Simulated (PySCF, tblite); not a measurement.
**C3H4BrFOSi: geometry, infrared bands and NMR shifts**

Aim: predict the infrared bands and NMR shifts of C3H4BrFOSi (`O=C(Br)/C([SiH3])=C/F`).

Computed with tblite 0.8.0 and PySCF 2.14.0, with density-fitted response routines of our own, on a single molecule in the gas phase. Atoms count from 0, in the outputs and in this text.

**1. Starting geometry**

11 atoms, charge 0, multiplicity 1; geometry from: force field or distance geometry start.

Bonds of the start (Å): O0–C1 1.23, C1–Br2 1.90, C1–C3 1.49, C3–Si4 1.84, C3–C5 1.33, C5–F6 1.35, Si4–H7 1.50, Si4–H8 1.49, Si4–H9 1.48, C5–H10 1.08.

**2. Optimising the geometry with GFN2-xTB**

Job settings and geometry (Å):

```
{"job": {"kind": "relax", "xc": "GFN2-xTB", "basis": "xTB"}, "charge": 0, "multiplicity": 1}
O     -1.401300    -1.872900    -0.318500
C     -1.431800    -0.682300    -0.021600
Br    -3.160600     0.010600     0.374700
C     -0.213800     0.174500     0.057400
Si     1.366800    -0.675600    -0.326900
C     -0.293200     1.457500     0.403800
F      0.802400     2.250300     0.478200
H      2.516600     0.274300    -0.221100
H      1.362200    -1.184200    -1.728700
H      1.626700    -1.784700     0.621000
H     -1.168600     2.035300     0.655700
```

Started as:

```
$ OMP_NUM_THREADS=1 python probes_run.py task.json out
```

This one command runs all jobs of the session in turn.

The program printed:

```text
step      E/eV     max force
  0    -626.78838    2.680
  1    -626.92827    3.007
  2    -626.99200    0.738
  3    -627.00860    0.389
  4    -627.02910    0.393
  5    -627.03590    0.267
  6    -627.04087    0.276
  7    -627.04416    0.252
  8    -627.04777    0.212
  9    -627.05068    0.156
 10    -627.05265    0.115
 11    -627.05397    0.127
 12    -627.05475    0.110
 13    -627.05516    0.049
 14    -627.05545    0.045
 15    -627.05569    0.052
 16    -627.05593    0.057
 17    -627.05614    0.040
 18    -627.05631    0.038
 19    -627.05643    0.036
 20    -627.05657    0.047
 21    -627.05674    0.051
 22    -627.05692    0.044
 23    -627.05705    0.036
 24    -627.05713    0.029
 25    -627.05719    0.022
 26    -627.05725    0.023
 27    -627.05729    0.015
 28    -627.05731    0.013
 29    -627.05732    0.013
 30    -627.05734    0.013
 31    -627.05737    0.018
 32    -627.05739    0.014
 33    -627.05741    0.012
 34    -627.05743    0.012
 35    -627.05744    0.010
 36    -627.05745    0.006
```

The steps of the relaxation: (not every step is listed)

```tsv
step	energy from step 0 (eV)	largest force (eV/Å)
0	0.0000	2.6800
1	-0.1399	3.0071
2	-0.2036	0.7378
3	-0.2202	0.3889
4	-0.2407	0.3930
5	-0.2475	0.2674
6	-0.2525	0.2760
7	-0.2558	0.2520
8	-0.2594	0.2122
10	-0.2643	0.1146
12	-0.2664	0.1101
14	-0.2671	0.0448
16	-0.2676	0.0575
18	-0.2679	0.0381
20	-0.2682	0.0466
22	-0.2685	0.0443
24	-0.2688	0.0285
26	-0.2689	0.0232
28	-0.2689	0.0125
30	-0.2690	0.0135
31	-0.2690	0.0179
32	-0.2690	0.0137
33	-0.2690	0.0122
34	-0.2690	0.0118
35	-0.2691	0.0102
36	-0.2691	0.0059
```

Distances of close pairs at the start and the end, largest changes first:

```tsv
bond	before (Å)	after (Å)	change (Å)
C1–Br2	1.904	1.984	+0.079
C3–Si4	1.835	1.913	+0.078
C1–C3	1.491	1.439	-0.052
O0–C1	1.227	1.187	-0.041
Si4–H7	1.495	1.459	-0.036
Si4–H8	1.491	1.459	-0.032
C5–F6	1.354	1.326	-0.028
Si4–H9	1.482	1.459	-0.022
```

The final coordinates are the input of the step that follows.

**3. Infrared spectrum with GFN2-xTB**

Job settings and geometry (Å):

```
{"job": {"kind": "ir", "xc": "GFN2-xTB", "basis": "xTB"}, "charge": 0, "multiplicity": 1}
O     -1.310882    -1.845872    -0.327091
C     -1.335899    -0.698004    -0.027035
Br    -3.111551     0.084811     0.384012
C     -0.204194     0.186178     0.069014
Si     1.428093    -0.719692    -0.350621
C     -0.313217     1.468558     0.408246
F      0.749541     2.258405     0.487502
H      2.489942     0.271690    -0.217838
H      1.286750    -1.202020    -1.720758
H      1.555028    -1.801738     0.620526
H     -1.228186     2.000354     0.648079
```

The program printed:

```text
mode    cm-1     km/mol
  1      18.3      0.10
  2     104.5      0.01
  3     131.3      8.41
  4     158.0      3.55
  5     192.5     10.64
  6     234.5     13.61
  7     284.7      4.81
  8     337.8      7.70
  9     475.4      4.98
 10     532.0     56.70
 11     548.1     33.88
 12     624.6     14.89
 13     635.3     79.71
 14     675.8     92.51
 15     754.9    133.06
 16     759.0    148.09
 17     782.4    427.27
 18     827.7      2.83
 19    1131.5    449.28
 20    1161.6     88.04
 21    1262.6      1.54
 22    1658.8    260.07
 23    1797.4    395.25
 24    2309.4     75.52
 25    2315.8    307.38
 26    2322.3    257.99
 27    3025.2     32.81
```

Which atoms move in the most intense modes:

```tsv
cm⁻¹	km/mol	atoms
755	133.1	H8 48 %, H9 46 %
759	148.1	H7 57 %, H9 20 %, H8 19 %
782	427.3	H7 36 %, H9 27 %, H8 27 %
1132	449.3	C3 46 %, C5 20 %, C1 17 %
1659	260.1	C3 51 %, C5 46 %
1797	395.2	C1 60 %, O0 39 %
2316	307.4	H8 51 %, H9 45 %
2322	258.0	H7 92 %
```

**4. Shielding tensors: PBE0/pcSseg-1**

Settings changed since step 3:

```diff
@@ -1,2 +1,2 @@
-{"job": {"kind": "ir", "xc": "GFN2-xTB", "basis": "xTB"}, "charge": 0, "multiplicity": 1}
+{"job": {"kind": "nmr", "xc": "PBE0", "basis": "pcSseg-1"}, "charge": 0, "multiplicity": 1}
 O     -1.310882    -1.845872    -0.327091
```

Method: GIAO PBE0/pcSseg-1 NMR shielding, non-relativistic, gas phase.

The program printed:

```text
coarse grid: 49656 points
cycle   1  E = -3154.2082036459  dE = -1.970e-01  |g| = 1.102e+00  |ddm| = 3.302e+00
cycle   2  E = -3153.4678864147  dE =  7.403e-01  |g| = 2.134e+00  |ddm| = 2.415e+00
cycle   3  E = -3154.3317529836  dE = -8.639e-01  |g| = 4.170e-01  |ddm| = 2.179e+00
cycle   4  E = -3154.3633311183  dE = -3.158e-02  |g| = 1.608e-01  |ddm| = 5.201e-01
cycle   5  E = -3154.3679344765  dE = -4.603e-03  |g| = 5.255e-02  |ddm| = 1.750e-01
cycle   6  E = -3154.3683421404  dE = -4.077e-04  |g| = 1.932e-02  |ddm| = 5.614e-02
cycle   7  E = -3154.3684308068  dE = -8.867e-05  |g| = 4.638e-03  |ddm| = 1.927e-02
cycle   8  E = -3154.3684351021  dE = -4.295e-06  |g| = 1.402e-03  |ddm| = 4.286e-03
final grid: 102928 points
cycle   9  E = -3154.3684779799  dE =  9.767e-07  |g| = 2.477e-03  |ddm| = 4.538e-03
cycle  10  E = -3154.3684734459  dE =  4.534e-06  |g| = 5.021e-03  |ddm| = 7.389e-03
cycle  11  E = -3154.3684794412  dE = -5.995e-06  |g| = 5.769e-04  |ddm| = 5.084e-03
cycle  12  E = -3154.3684795009  dE = -5.972e-08  |g| = 7.117e-05  |ddm| = 3.940e-04
cycle  13  E = -3154.3684795018  dE = -8.740e-10  |g| = 1.619e-05  |ddm| = 6.269e-05
converged SCF energy = -3154.3684795018

GIAO shielding tensors (ppm)
atom      isotropic    diamagn.    paramagn.     s11        s22        s33       span
  0 O     -285.385     398.009    -683.393   -714.620   -334.129    192.595    907.214
  1 C        6.472     245.469    -238.997    -87.741     40.471     66.685    154.426
  2 Br    1704.363    3123.502   -1419.139    795.831   1392.859   2924.401   2128.570
  3 C       65.421     263.913    -198.492     -9.674     70.927    135.009    144.683
  4 Si     431.985     880.129    -448.144    417.730    430.051    448.175     30.445
  5 C       -3.637     246.444    -250.081   -112.422     30.508     71.005    183.427
  6 F      227.549     471.916    -244.367     90.417    171.713    420.516    330.099
  7 H       27.403      28.989      -1.586     23.400     26.899     31.910      8.510
  8 H       27.516      28.687      -1.171     24.087     25.982     32.481      8.394
  9 H       27.519      28.688      -1.170     24.090     25.988     32.477      8.387
 10 H       23.129      28.741      -5.612     19.304     21.500     28.582      9.278
```

Wall time 74 s (1 thread, shared host).

Shifts follow as δ = σ(reference) − σ, with reference shieldings (ppm) from runs at the same level and on the same kind of geometry: ¹H TMS 31.72, ¹³C TMS 186.9, ²⁹Si TMS 349.2, ¹⁹F CFCl3 170.9, ¹⁷O H2O 336.1, ⁷⁹Br HBr 2622. The references are single molecules in the gas phase, so shifts against H2O, NH3, PH3, H3PO4 or CFCl3 are not on the usual liquid scales and can be off by tens of ppm. Atoms listed in one row are averaged.

```tsv
atoms	environment	σ (ppm)	δ (ppm)	δ scaled to CDCl3
C5	β carbon of a C=C–C=O unit	-3.6	190.6	184.1
C1	carbonyl carbon	6.5	180.5	159.4
C3	α carbon of a C=C–C=O unit	65.4	121.5	116.7
H10	hydrogen on a β carbon of a C=C–C=O unit	23.13	8.59	8.20
H7, H8, H9	hydrogen on a silicon bonded to C	27.48	4.24	–
O0	carbonyl oxygen	-285.4	621.5	–
Br2	bromine bonded to C	1704	918	–
Si4	silicon bonded to C, 3 H	432.0	-82.8	–
F6	vinylic fluorine	227.5	-56.6	–
```

The scaled column applies a straight-line fit of computed shieldings to shifts measured in CDCl3, with any fitted terms for Cl, Br or S neighbours, and one for carbons that bear F (root-mean-square error 0.16 ppm for H, 1.9 ppm for C).

Charges from the same density, by scheme (e):

```tsv
atoms	Mulliken	IAO	Hirshfeld	ESP fit
O0	-0.29	-0.34	-0.18	-0.30
C1	0.38	0.33	0.16	0.28
Br2	-0.20	-0.11	-0.07	-0.13
C3	-0.57	-0.38	-0.13	-0.14
Si4	0.60	0.62	0.31	0.41
C5	0.40	0.23	0.09	0.05
F6	-0.24	-0.23	-0.04	-0.09
```

Mayer bond orders: O0–C1 2.00, C1–Br2 0.94, C1–C3 1.00, C3–Si4 0.78, C3–C5 1.73, C5–F6 0.98.

**5. What came out**

| quantity | value |
| --- | --- |
| strongest single infrared mode (GFN2-xTB) | 1132 cm⁻¹, 449 km/mol |
| zero-point energy (GFN2-xTB) | 35.8 kcal/mol |
| ¹³C shifts against TMS (PBE0/pcSseg-1) | 190.6, 180.5, 121.5 ppm |
| ¹H shifts against TMS (PBE0/pcSseg-1, means over atoms taken as alike) | 8.59, 4.24 ppm |
| ¹⁷O shifts against H2O (PBE0/pcSseg-1) | 621.5 ppm |
| ⁷⁹Br shifts against HBr (PBE0/pcSseg-1) | 918 ppm |
| ²⁹Si shifts against TMS (PBE0/pcSseg-1) | -82.8 ppm |
| ¹⁹F shifts against CFCl3 (PBE0/pcSseg-1) | -56.6 ppm |

**Reading.** Relaxing lowered the energy by 0.269 eV in 36 steps; the close pair that moved most is C1–Br2, from 1.904 to 1.984 Å. No mode is imaginary among the 27: a minimum at this level. The strongest single mode, at 1132 cm⁻¹, has its largest shares on C3, C5 and C1 (the list is cut at 3 atoms). GFN2-xTB is a fitted tight-binding method: band positions and strengths are rough. Its intensities can rank the bands wrongly. C1 stands next to heavy halogen, whose spin-orbit shielding this run leaves out, so the computed shift lies too far downfield, most of all for carbon beside Br or I. At PBE0/pcSseg-1: The largest span, 2129 ppm, is at Br2, where the paramagnetic term is -1419 ppm. Spin-orbit coupling is left out, which matters for shieldings and couplings at and beside the heavy atoms.
